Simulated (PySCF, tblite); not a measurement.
# C5H5Cl2O radical: geometry, infrared bands and EPR parameters

Aim: predict the infrared bands and EPR parameters of C5H5Cl2O radical (`C=C=CC(Cl)(Cl)C[O]`).

Programs: tblite 0.8.0 and PySCF 2.14.0, with density-fitted response routines of our own. Each step states its level of theory. These are calculated values for one molecule in the gas phase, unless marked as measured. Atoms are numbered from 0 throughout.

## Step 1: The molecule as given

13 atoms, charge 0, multiplicity 2; geometry from: force field or distance geometry start.

Bonds of the start (Å): C0–C1 1.31, C1–C2 1.29, C2–C3 1.52, C3–Cl4 1.82, C3–Cl5 1.83, C3–C6 1.59, C6–O7 1.34, C0–H8 1.08, C0–H9 1.08, C2–H10 1.09, C6–H11 1.11, C6–H12 1.09.

## Step 2: Optimising the geometry with GFN2-xTB

What the job is given:

```
{"job": {"kind": "relax", "xc": "GFN2-xTB", "basis": "xTB"}, "charge": 0, "multiplicity": 2}
C      2.760000    -0.692500    -0.642400
C      1.636300    -0.154100    -0.239600
C      0.532400     0.367000     0.187000
C     -0.868400    -0.231000     0.125900
Cl    -1.118100    -0.952700    -1.531600
Cl    -0.939800    -1.649400     1.275300
C     -2.050200     0.792800     0.390500
O     -1.921600     1.416800     1.572600
H      3.680300    -0.520200    -0.103100
H      2.753300    -1.337000    -1.506300
H      0.573600     1.317400     0.709000
H     -2.978100     0.204400     0.234200
H     -2.064000     1.439000    -0.489500
```

Command:

```bash
> OMP_NUM_THREADS=1 python probes_run.py task.json out
```

One launch serves the whole session: the jobs run in the order shown.

**Question.** This job is followed by: GFN2-xTB harmonic vibrations, gas phase; UKS B3LYP, pcH-1 on C Cl H O, non-relativistic, mean-field spin-orbit, GIAO. Predict these results of the whole session: strongest single infrared mode (GFN2-xTB); zero-point energy (GFN2-xTB); g(iso) (B3LYP); ⟨S²⟩; largest a(iso) (averaged by class); surface potential, 1st and 99th percentile; property runs in this session.

The runs gave:

| quantity | value |
| --- | --- |
| strongest single infrared mode (GFN2-xTB) | 2036 cm⁻¹, 286 km/mol |
| zero-point energy (GFN2-xTB) | 49.8 kcal/mol |
| g(iso) (B3LYP) | 2.01998 |
| ⟨S²⟩ | 0.754 (exact 0.75) |
| largest a(iso) (averaged by class) | 1H on H11, H12, 234.0 MHz |
| surface potential, 1st and 99th percentile | -0.99 V and 1.32 V |
| property runs in this session | 1, of which 0 failed and 1 gave unsound results |

The optimisation took 127 steps and gained 1.147 eV; among the close pairs (by a distance rule), C3–Cl4 changed most, from 1.825 to 1.767 Å. All 33 modes are real, so the xTB geometry is a minimum. The strongest single mode, at 2036 cm⁻¹, moves mainly C1. GFN2-xTB is a fitted tight-binding method: band positions and strengths are rough. Its intensities can rank the bands wrongly. Most of the unpaired spin sits on O7 (0.85 e). The isotropic g lies 17.7 ppt above the free-electron value. These values are not to be trusted: the run shows a large g shift, which the driver flags as unsure.
